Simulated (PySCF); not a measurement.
# B(CNMe)H3 (C₂H₆BN): fields and orbitals

For B(CNMe)H3 (C₂H₆BN), the scripts below compute its lowest excited states and localise its valence orbitals.

Program: PySCF 2.14.0. Level of theory: levels as typed in each script, gas phase, geometry from GFN2-xTB. These are calculated values, not measurements.

## 1. Starting geometry

10 atoms, charge 0, spin multiplicity 1.

Bond lengths: B1–C2 1.508 Å, B1–H8 1.195 Å, B1–H9 1.193 Å, B1–H10 1.189 Å, C2–N3 1.166 Å, N3–C4 1.393 Å, C4–H5 1.092 Å, C4–H6 1.089 Å, C4–H7 1.095 Å. Angles: C2–B1–H8 106.0°, C2–B1–H9 106.1°, C2–B1–H10 106.3°, H8–B1–H9 112.7°, H8–B1–H10 112.2°, H9–B1–H10 112.9°, B1–C2–N3 179.9°, C2–N3–C4 179.8°, N3–C4–H5 109.7°, N3–C4–H6 109.7°, N3–C4–H7 109.3°, H5–C4–H6 109.2°, H5–C4–H7 109.4°, H6–C4–H7 109.5°.

Coordinates:

```xyz
10
charge 0, multiplicity 1
B    -2.1487    0.0016    0.0011
C    -0.6411   -0.0003    0.0005
N     0.5248   -0.0021   -0.0010
C     1.9176    0.0012   -0.0001
H     2.2830    0.6523    0.7972
H     2.2849    0.3671   -0.9577
H     2.2825   -1.0175    0.1654
H    -2.4795   -0.7258   -0.8871
H    -2.4789    1.1330   -0.1841
H    -2.4816   -0.4083    1.0664
```

## 2. Excited states (B3LYP/def2-svp)

File input.py:

```python
import numpy as np
from pyscf import gto, scf, dft, tdscf
from pyscf.scf import atom_ks, atom_hf
from scipy.linalg import block_diag

def solve(mol, dm0=None, hcore=None):
    mf = (dft.UKS if mol.spin else dft.RKS)(mol, xc='b3lyp')
    mf.grids.level = 3
    mf = mf.density_fit(auxbasis='def2-universal-jkfit')
    mf.conv_tol, mf.max_cycle = 1e-8, 80
    if hcore is not None:
        mf.get_hcore = lambda *args: hcore
    mf.kernel(dm0)
    if not mf.converged:
        mf = mf.newton().run(mf.mo_coeff, mf.mo_occ, max_cycle=30)
    assert mf.converged, 'SCF not converged'
    return mf

mol = gto.M(atom='''
B     -2.14868     0.00163     0.00107
C     -0.64105    -0.00030     0.00047
N      0.52480    -0.00208    -0.00105
C      1.91758     0.00122    -0.00015
H      2.28305     0.65231     0.79723
H      2.28493     0.36712    -0.95770
H      2.28253    -1.01746     0.16536
H     -2.47947    -0.72576    -0.88707
H     -2.47889     1.13296    -0.18412
H     -2.48156    -0.40831     1.06638
''', basis='def2-svp', charge=0, spin=0, verbose=4)
mf = solve(mol)
td = mf.TDA()
td.nstates, td.singlet, td.conv_tol = 5, True, 1e-5
td.kernel()
td.analyze()
x, y = np.array([p[0] for p in td.xy]), np.array([p[1] + 0 * p[0] for p in td.xy])
f, mu = td.oscillator_strength(), td.transition_dipole()
nto = [td.get_nto(state=i + 1, verbose=4) for i in range(len(td.e))]
# spherically averaged free atoms, for the promolecule
atm = atom_ks.get_atm_nrks(mol, xc='b3lyp')
pro = block_diag(*[(atm[a[0]][2] * atm[a[0]][3]) @ atm[a[0]][2].T for a in mol._atom])
np.savez('result.npz', e=td.e, f=f, ok=td.converged, w=[n[0] for n in nto], nto=[n[1] for n in nto], x=x, y=y, c=mf.mo_coeff, occ=mf.mo_occ, eps=mf.mo_energy, pro=pro, mu=mu)
```

Launch:

```sh
$ OMP_NUM_THREADS=1 python input.py
```

## 4. Localised orbitals (TPSS/def2-svpd)

File input.py:

```python
import numpy as np
from pyscf import gto, scf, dft, lo
from pyscf.data.elements import chemcore

def solve(mol, dm0=None, hcore=None):
    mf = (dft.UKS if mol.spin else dft.RKS)(mol, xc='tpss')
    mf.grids.level = 3
    mf = mf.density_fit(auxbasis='def2-universal-jkfit')
    mf.conv_tol, mf.max_cycle = 1e-8, 80
    if hcore is not None:
        mf.get_hcore = lambda *args: hcore
    mf.kernel(dm0)
    if not mf.converged:
        mf = mf.newton().run(mf.mo_coeff, mf.mo_occ, max_cycle=30)
    assert mf.converged, 'SCF not converged'
    return mf

mol = gto.M(atom='''
B     -2.14868     0.00163     0.00107
C     -0.64105    -0.00030     0.00047
N      0.52480    -0.00208    -0.00105
C      1.91758     0.00122    -0.00015
H      2.28305     0.65231     0.79723
H      2.28493     0.36712    -0.95770
H      2.28253    -1.01746     0.16536
H     -2.47947    -0.72576    -0.88707
H     -2.47889     1.13296    -0.18412
H     -2.48156    -0.40831     1.06638
''', basis='def2-svpd', charge=0, spin=0, verbose=4)
mf = solve(mol)
occ_all = mf.mo_coeff[:, mf.mo_occ > 0]
occ = occ_all[:, chemcore(mol):]
loc = lo.ibo.ibo(mol, occ, iaos=lo.iao.iao(mol, occ_all))
fock, s = mf.get_fock(), mf.get_ovlp()
ortho = lo.orth_ao(mol, 'meta_lowdin')
ortho = lo.vec_lowdin(lo.iao.iao(mol, occ_all), s)
labels = lo.iao.reference_mol(mol).ao_labels(fmt=None)
vir = lo.vvo.livvo(mol, occ_all, mf.mo_coeff[:, mf.mo_occ == 0])
both = np.hstack([loc, vir])
p = (ortho.T @ s @ both) ** 2
pop = np.array([p[[l[0] == a for l in labels]].sum(0) for a in range(mol.natm)])
spd = np.array([[p[[l[0] == a and l[2][-1] == k for l in labels]].sum(0) for k in 'spd'] for a in range(mol.natm)])
eps = np.einsum('pi,pq,qi->i', both, fock, both)
for i in np.argsort(eps):
    top = np.argsort(-pop[:, i])[:3]
    print('%3d %s %9.4f Eh ' % (i + 1, 'occ' if i < loc.shape[1] else 'vir', eps[i]), '  '.join('%s%d %.3f' % (mol.atom_symbol(a), a + 1, pop[a, i]) for a in top))
np.savez('result.npz', c=both, nocc=loc.shape[1], pop=pop, spd=spd, eps=eps, e=mf.e_tot)
```

(Steps that only read results are left out.)

Before running it: what results should come out? Wanted: lowest singlet excitation.

The runs gave:

| quantity | value |
| --- | --- |
| lowest singlet excitation (B3LYP/def2-svp) | 6.23 eV |
| localised occupied orbitals above −45 eV (TPSS/def2-svpd) | 11 |

**Reading.** All values hold at the given geometry, in the gas phase.
